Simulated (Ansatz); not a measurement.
# HOTi: the cost of one run

Program: Ansatz 0.2.0, Gaussian basis. Level of theory: def2-QZVPP, core rule «outside noble gas», up to 10 orbitals frozen. These are calculated values, not measurements.

To be run: UHF; ROHF; CCSD(T) on UHF.

### Step 1. The geometry

The geometry is a PBE0/def2-TZVP stationary point (not a proven minimum) of the parent state, kept for this charge and spin.

3 atoms, charge 1, spin multiplicity 3.

Atoms are counted from 1 here; the program's logs count them from 0.

Bond lengths: Ti1–O2 2.213 Å, O2–H3 0.979 Å. Angles: Ti1–O2–H3 135.0°.

### Step 2. UHF

Input file in.yaml:

```yaml
crystal:
  periodic: [false, false, false]
  atoms:
    - {symbol: Ti, position_ang: [0.000000, 0.151588, -1.715051]}
    - {symbol: O, position_ang: [0.000000, 0.253835, 0.495508]}
    - {symbol: H, position_ang: [0.000000, -0.405423, 1.219543]}
basis:
  gaussian: {orbitals: "def2-QZVPP.json"}
total_charge: 1
magnetization: {spin_polarized: true, initial_magnetization: 2}
hamiltonian: {xc: hf}
output: {orbitals: {seedname: orbitals}}
```

Command:

```console
$ ansatz run in.yaml --threads 1 --pin off --events-out ev --progress --plain --max-ram 4096MiB --backend cpu
```

Q: Estimate wall time and peak memory on 1 thread of AMD EPYC 7R13, shared host.

About 1.7 min, with a peak of 0.49 GiB.
